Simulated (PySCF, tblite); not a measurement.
# C5H9OSi radical: geometry, infrared bands and EPR parameters

Wanted: the infrared bands and EPR parameters of C5H9OSi radical (`OC[C@@H]1C=[C]C[SiH2]1`), by calculation.

Programs: tblite 0.8.0 and PySCF 2.14.0, with density-fitted response routines of our own. Each step states its level of theory. These are calculated values for one molecule in the gas phase, unless marked as measured. Atoms are numbered from 0 throughout.

**1. The starting structure**

16 atoms, charge 0, multiplicity 2; geometry from: force field or distance geometry start.

Bonds of the start (Å): O0–C1 1.39, C1–C2 1.49, C2–C3 1.46, C3–C4 1.28, C4–C5 1.45, C5–Si6 1.87, Si6–C2 1.89, O0–H7 1.00, C1–H8 1.12, C1–H9 1.10, C2–H10 1.11, C3–H11 1.13, C5–H12 1.11, C5–H13 1.11, Si6–H14 1.45, Si6–H15 1.46.

**2. Relaxing the molecule with GFN2-xTB**

Job settings and geometry (Å):

```
{"job": {"kind": "relax", "xc": "GFN2-xTB", "basis": "xTB"}, "charge": 0, "multiplicity": 2}
O     -2.497000    -1.221100     0.251400
C     -1.753100    -0.062300     0.060400
C     -0.314000    -0.353400    -0.216100
C      0.401900    -1.092400     0.814700
C      1.616100    -0.737700     1.026100
C      2.206700     0.337800     0.253500
Si     0.645800     1.278200    -0.159700
H     -2.453000    -1.410200     1.235600
H     -1.821000     0.594900     0.960500
H     -2.174800     0.519600    -0.767300
H     -0.174300    -0.862700    -1.190600
H     -0.094700    -1.923700     1.389200
H      2.610900    -0.044900    -0.701800
H      2.947700     0.964300     0.789300
H      0.679400     1.941300    -1.446200
H      0.165500     2.081200     0.957100
```

Launch:

```bash
> OMP_NUM_THREADS=1 python probes_run.py task.json out
```

The driver reads the jobs from task.json and runs them one after another.

Standard output:

```text
step      E/eV     max force
  0    -569.50178    3.670
  1    -569.71122    2.037
  2    -569.76005    0.745
  3    -569.79460    0.642
  4    -569.86549    0.536
  5    -569.88821    0.439
  6    -569.91564    0.388
  7    -569.93516    0.335
  8    -569.95697    0.361
  9    -569.97431    0.266
 10    -569.98530    0.217
 11    -569.99143    0.188
 12    -569.99723    0.210
 13    -570.00383    0.215
 14    -570.01112    0.237
 15    -570.01835    0.237
 16    -570.02510    0.194
 17    -570.03140    0.218
 18    -570.03758    0.259
 19    -570.04354    0.241
 20    -570.04872    0.161
 21    -570.05307    0.168
 22    -570.05733    0.159
 23    -570.06227    0.196
 24    -570.06816    0.255
 25    -570.07442    0.259
 26    -570.07991    0.195
 27    -570.08413    0.141
 28    -570.08756    0.159
 29    -570.08984    0.318
 30    -570.09428    0.203
 31    -570.09835    0.201
 32    -570.10293    0.172
 33    -570.10582    0.161
 34    -570.11015    0.132
 35    -570.11377    0.172
 36    -570.11725    0.180
 37    -570.12046    0.165
 38    -570.12411    0.164
 39    -570.12739    0.168
 40    -570.12981    0.138
 41    -570.13199    0.241
 42    -570.13474    0.180
 43    -570.14113    0.144
 44    -570.14430    0.169
 45    -570.14698    0.172
 46    -570.14896    0.136
 47    -570.15162    0.158
 48    -570.15404    0.134
 49    -570.15644    0.176
 50    -570.15893    0.145
 51    -570.16153    0.198
 52    -570.16402    0.136
 53    -570.16598    0.102
 54    -570.16744    0.091
 55    -570.16910    0.098
 56    -570.17085    0.109
 57    -570.17214    0.102
 58    -570.17291    0.061
 59    -570.17349    0.057
 60    -570.17411    0.060
 61    -570.17471    0.054
 62    -570.17520    0.070
 63    -570.17560    0.049
 64    -570.17614    0.051
 65    -570.17654    0.040
 66    -570.17676    0.028
 67    -570.17687    0.027
 68    -570.17697    0.027
 69    -570.17710    0.028
 70    -570.17725    0.026
 71    -570.17739    0.040
 72    -570.17750    0.041
 73    -570.17758    0.032
 74    -570.17767    0.024
 75    -570.17779    0.030
 76    -570.17791    0.034
 77    -570.17802    0.035
 78    -570.17815    0.032
 79    -570.17832    0.027
 80    -570.17852    0.034
 81    -570.17870    0.036
 82    -570.17882    0.033
 83    -570.17895    0.030
 84    -570.17915    0.035
 85    -570.17943    0.045
 86    -570.17974    0.050
 87    -570.18003    0.051
 88    -570.18031    0.045
 89    -570.18062    0.038
 90    -570.18092    0.043
 91    -570.18113    0.031
 92    -570.18126    0.027
 93    -570.18138    0.032
 94    -570.18154    0.045
 95    -570.18180    0.049
 96    -570.18217    0.052
 97    -570.18244    0.045
 98    -570.18256    0.021
 99    -570.18262    0.018
100    -570.18266    0.014
101    -570.18271    0.011
102    -570.18275    0.014
103    -570.18278    0.015
104    -570.18281    0.014
105    -570.18284    0.011
106    -570.18287    0.012
107    -570.18290    0.012
108    -570.18293    0.010
```

Wall time 0.74 s (1 thread of Arm Neoverse V1, shared host).

The steps of the relaxation: (not every step is listed)

| step | energy from step 0 (eV) | largest force (eV/Å) |
| --- | --- | --- |
| 0 | 0.0000 | 3.6697 |
| 1 | -0.2094 | 2.0371 |
| 2 | -0.2583 | 0.7455 |
| 3 | -0.2928 | 0.6419 |
| 4 | -0.3637 | 0.5357 |
| 5 | -0.3864 | 0.4386 |
| 6 | -0.4139 | 0.3884 |
| 7 | -0.4334 | 0.3345 |
| 8 | -0.4552 | 0.3613 |
| 17 | -0.5296 | 0.2177 |
| 26 | -0.5781 | 0.1950 |
| 35 | -0.6120 | 0.1725 |
| 44 | -0.6425 | 0.1694 |
| 53 | -0.6642 | 0.1024 |
| 62 | -0.6734 | 0.0695 |
| 71 | -0.6756 | 0.0396 |
| 80 | -0.6767 | 0.0338 |
| 89 | -0.6788 | 0.0383 |
| 98 | -0.6808 | 0.0208 |
| 103 | -0.6810 | 0.0145 |
| 104 | -0.6810 | 0.0139 |
| 105 | -0.6811 | 0.0114 |
| 106 | -0.6811 | 0.0123 |
| 107 | -0.6811 | 0.0124 |
| 108 | -0.6812 | 0.0096 |

Close pairs (by a distance rule), those that changed most:

| bond | before (Å) | after (Å) | change (Å) |
| --- | --- | --- | --- |
| C5–Si6 | 1.869 | 1.950 | +0.082 |
| C2–C3 | 1.456 | 1.536 | +0.079 |
| C3–H11 | 1.126 | 1.079 | -0.047 |
| O0–H7 | 1.003 | 0.964 | -0.039 |
| C1–C2 | 1.494 | 1.531 | +0.037 |
| C2–Si6 | 1.894 | 1.920 | +0.026 |
| C5–H13 | 1.108 | 1.090 | -0.018 |
| C3–C4 | 1.282 | 1.301 | +0.018 |

The end geometry stands in the next job.

**3. Infrared spectrum with GFN2-xTB**

Job settings and geometry (Å):

```
{"job": {"kind": "ir", "xc": "GFN2-xTB", "basis": "xTB"}, "charge": 0, "multiplicity": 2}
O     -2.659385    -1.023406     0.485931
C     -1.750479     0.049192     0.430883
C     -0.449601    -0.289383    -0.301516
C      0.401148    -1.265186     0.524245
C      1.581546    -0.844126     0.872758
C      2.150338     0.448906     0.524698
Si     0.715742     1.215324    -0.551276
H     -2.231540    -1.762059     0.933889
H     -1.519210     0.409624     1.444590
H     -2.278031     0.844128    -0.103356
H     -0.727635    -0.776407    -1.242506
H     -0.009714    -2.231346     0.772149
H      3.075977     0.340333    -0.040151
H      2.373282     1.041974     1.411584
H      1.124339     1.401889    -1.943187
H      0.195624     2.449486     0.037337
```

Standard output:

```text
mode    cm-1     km/mol
  1      56.8      0.25
  2     102.9      4.02
  3     192.7      2.16
  4     243.6     14.98
  5     328.2     10.47
  6     356.1    135.42
  7     414.8      4.28
  8     429.8     18.10
  9     468.2     48.24
 10     517.4     22.89
 11     582.3     50.90
 12     621.8    107.45
 13     689.3      8.91
 14     741.1     59.52
 15     752.1    127.61
 16     780.2    144.93
 17     824.7      4.19
 18     876.0      4.36
 19     990.6     28.72
 20    1021.1     28.45
 21    1036.1     25.35
 22    1063.9      3.94
 23    1079.8    135.53
 24    1114.3     30.22
 25    1144.2      2.95
 26    1164.1      9.57
 27    1222.7     20.57
 28    1236.2      6.37
 29    1319.0     31.15
 30    1348.3     84.28
 31    1448.3      4.74
 32    1477.2      1.48
 33    1737.4     61.90
 34    2269.8    377.33
 35    2273.2    237.60
 36    2864.9     62.93
 37    2918.9     46.77
 38    2963.9     26.48
 39    2970.6     34.22
 40    2988.1     24.01
 41    3075.3     47.45
 42    3538.3     10.05
```

Run time: 0.55 s. Hardware: 1 thread of Arm Neoverse V1, shared host.

The strongest bands and the atoms that carry them (share of the mass-weighted mode):

| cm⁻¹ | km/mol | atoms |
| --- | --- | --- |
| 356 | 135.4 | H7 61 %, O0 17 % |
| 622 | 107.5 | H15 43 %, H14 38 %, C5 11 % |
| 752 | 127.6 | H15 38 %, H14 34 %, C2 11 % |
| 780 | 144.9 | C2 24 %, H14 16 %, Si6 12 % |
| 1080 | 135.5 | C1 42 %, O0 21 %, C2 13 % |
| 1348 | 84.3 | H9 38 %, H8 27 %, C1 17 %, H7 11 % |
| 2270 | 377.3 | H15 92 % |
| 2273 | 237.6 | H14 92 % |

**4. EPR parameters: B3LYP/pcH-1**

Same as in step 3 but for these lines:

```diff
@@ -1,2 +1,2 @@
-{"job": {"kind": "ir", "xc": "GFN2-xTB", "basis": "xTB"}, "charge": 0, "multiplicity": 2}
+{"job": {"kind": "epr", "basis": "pcH-1"}, "charge": 0, "multiplicity": 2}
 O     -2.659385    -1.023406     0.485931
```

With the program's defaults for keys left out, this is: UKS B3LYP, pcH-1 on C H O Si, non-relativistic, mean-field spin-orbit, GIAO.

Standard output:

```text
UKS, coarse grid
  cycle   1  E = -560.47551445  |g| = 5.38e-01
  cycle   2  E = -560.36105525  |g| = 7.77e-01
  cycle   3  E = -560.58941063  |g| = 7.02e-02
  cycle   4  E = -560.59085310  |g| = 3.64e-02
  cycle   5  E = -560.59149817  |g| = 9.08e-03
  cycle   6  E = -560.59156225  |g| = 2.79e-03
  cycle   7  E = -560.59157467  |g| = 1.89e-03
  cycle   8  E = -560.59158008  |g| = 9.37e-04
UKS, final grid
  cycle   1  E = -560.59159224  |g| = 1.38e-03
  cycle   2  E = -560.59159006  |g| = 2.61e-03
  cycle   3  E = -560.59159368  |g| = 2.45e-04
  cycle   4  E = -560.59159380  |g| = 1.92e-04
  cycle   5  E = -560.59159390  |g| = 4.85e-05
  cycle   6  E = -560.59159390  |g| = 1.55e-05
E = -560.59159390 Eh   <S^2> = 0.7581 (exact 0.7500)
g shifts (ppm)      1          2          3
  rmc          -162       -162       -162
  gc             25          4         -2
  oz_so        -323         21        100
  total        -461       -137        -64
hyperfine (MHz)  atom isotope    a_iso     a_fc   dipolar eigenvalues
    0   17O       0.05       0.05     -0.35      0.01      0.34
    1   13C      -6.25      -6.25     -0.61     -0.49      1.10
    2   13C      55.32      55.36     -7.07     -6.22     13.29
    3   13C      28.52      28.53    -18.95      0.41     18.54
    4   13C     342.83     342.97    -75.86    -56.65    132.51
    5   13C      22.86      22.86     -6.60     -6.53     13.13
    6  29Si     -87.19     -87.33    -22.91     11.15     11.76
    7    1H       0.26       0.26     -1.18     -0.65      1.83
    8    1H       1.99       1.99     -1.58     -1.15      2.73
    9    1H      10.37      10.37     -1.26     -0.36      1.61
   10    1H      -5.53      -5.53     -3.67     -1.34      5.01
   11    1H      51.37      51.37     -6.30     -5.00     11.30
   12    1H      20.93      20.93     -6.83     -5.08     11.91
   13    1H      18.95      18.95     -6.79     -4.98     11.77
   14    1H       6.57       6.56     -2.13     -0.78      2.92
   15    1H       8.41       8.41     -2.15     -0.71      2.86
```

Wall time 93 s (1 thread of Arm Neoverse V1, shared host); peak memory 1 GiB.

Principal g values 2.00186, 2.00218, 2.00225; g(iso) = 2.00210, against 2.00232 for a free electron.

Hyperfine couplings, nucleus by nucleus at this fixed geometry (no averaging over rotations):

| nuclei | isotope | a(iso) (MHz) | a(iso) (G, at g = 2.0023) | largest dipolar term (MHz) |
| --- | --- | --- | --- | --- |
| C4 | 13C | 342.8 | 122.3 | 132.5 |
| Si6 | 29Si | -87.2 | -31.1 | -22.9 |
| C2 | 13C | 55.3 | 19.7 | 13.3 |
| H11 | 1H | 51.4 | 18.3 | 11.3 |
| C3 | 13C | 28.5 | 10.2 | -19.0 |
| C5 | 13C | 22.9 | 8.2 | 13.1 |
| H12 | 1H | 20.9 | 7.5 | 11.9 |
| H13 | 1H | 18.9 | 6.8 | 11.8 |
| H9 | 1H | 10.4 | 3.7 | 1.6 |
| H15 | 1H | 8.4 | 3.0 | 2.9 |
| H14 | 1H | 6.6 | 2.3 | 2.9 |
| C1 | 13C | -6.3 | -2.2 | 1.1 |
| H10 | 1H | -5.5 | -2.0 | 5.0 |
| H8 | 1H | 2.0 | 0.7 | 2.7 |

Mulliken spin populations:

O0 0.00; C1 0.00; C2 0.07; C3 -0.12; C4 0.93; C5 -0.02; Si6 0.10; H7 0.00; H8 0.00; H9 0.00; H10 0.00; H11 0.02; H12 0.01; H13 0.01; H14 0.00; H15 0.00

In first order the couplings over 0.8 MHz of 1H give 224 distinct lines over 44.3 G.

Orbitals, density, ELF and potential are computed afterwards from the orbital file.

ELF in a plane through or near 7 of the atoms.

Ten even steps from '0' (0.00) to '9' (1.00):
```
0000000000000000000000000000
0000000000000000000000000000
0000000000111000000000000000
0000000002576200002100000000
0000000016899500279940000000
0000000037999600899970000000
0000000125557400899930000000
0000000231231532578612310000
0000001376102756623567752000
0000013589843657843857863000
0001478643630254322577631000
0002589815854565100798410000
0001478658427745300798400000
0000011138316768970067200000
0000000058986348992000000000
0000000158874015872000000000
0000000036651001210000000000
0000000001210000000000000000
0000000000000000000000000000
0000000000000000000000000000
```
The map spans 11.2 Å across and 9.4 Å up, centred on the molecule. Atoms in the plane (x, y in Å): O0 (2.9, 0.0), C3 (0.1, -1.3), C4 (-1.1, -1.6), C5 (-2.1, -0.5), Si6 (-1.2, 1.1), H7 (2.8, -1.0), H9 (1.8, 1.7).

log10 of the density (e/Å³) in the same plane.

Ten even steps from '0' (-4.0) to '9' (1.2):
```
0000000000000000000000000000
0000000001111100000000000000
0000000122333221111100000000
0000001234444332223221000000
0000012345555433444432100000
0000023456776544566643200000
0000123456777655678754321000
0001234566887666788765543100
0002344567776667799777654200
0012345677766677788898754300
0023457798766677666788754200
0023467788777777655787643200
0023456777888877655676543100
0012344567888777654444321000
0001233456776666654332210000
0000012345555445443210000000
0000001233444333332100000000
0000000122332222211000000000
0000000000000000000000000000
0000000000000000000000000000
```
The map spans 11.2 Å across and 9.4 Å up, centred on the molecule. Atoms in the plane (x, y in Å): O0 (2.9, 0.0), C3 (0.1, -1.3), C4 (-1.1, -1.6), C5 (-2.1, -0.5), Si6 (-1.2, 1.1), H7 (2.8, -1.0), H9 (1.8, 1.7).

On the surface of density 0.002 e/bohr³ the electrostatic potential runs, from the 1st to the 99th percentile, from -1.60 V near O0 to 1.83 V near H7.

The spin density lies nearest to C4 70 %; C3 7 % (beta excess).

**5. Outcome**

```
                                 quantity                  value
strongest single infrared mode (GFN2-xTB)  2270 cm⁻¹, 377 km/mol
             zero-point energy (GFN2-xTB)          76.1 kcal/mol
                           g(iso) (B3LYP)                2.00210
                                     ⟨S²⟩     0.758 (exact 0.75)
                           largest a(iso)   13C on C4, 342.8 MHz
    surface potential, 1st and 99th percentile     -1.60 V and 1.83 V
```

Relaxing lowered the energy by 0.681 eV in 108 steps; the close pair that moved most is C5–Si6, from 1.869 to 1.950 Å. No mode is imaginary among the 42: a minimum at this level. GFN2-xTB is a fitted tight-binding method: band positions and strengths are rough. Its intensities can rank the bands wrongly. C4 carries the largest spin population, 0.93 e. The isotropic g lies 0.2 ppt below the free-electron value.
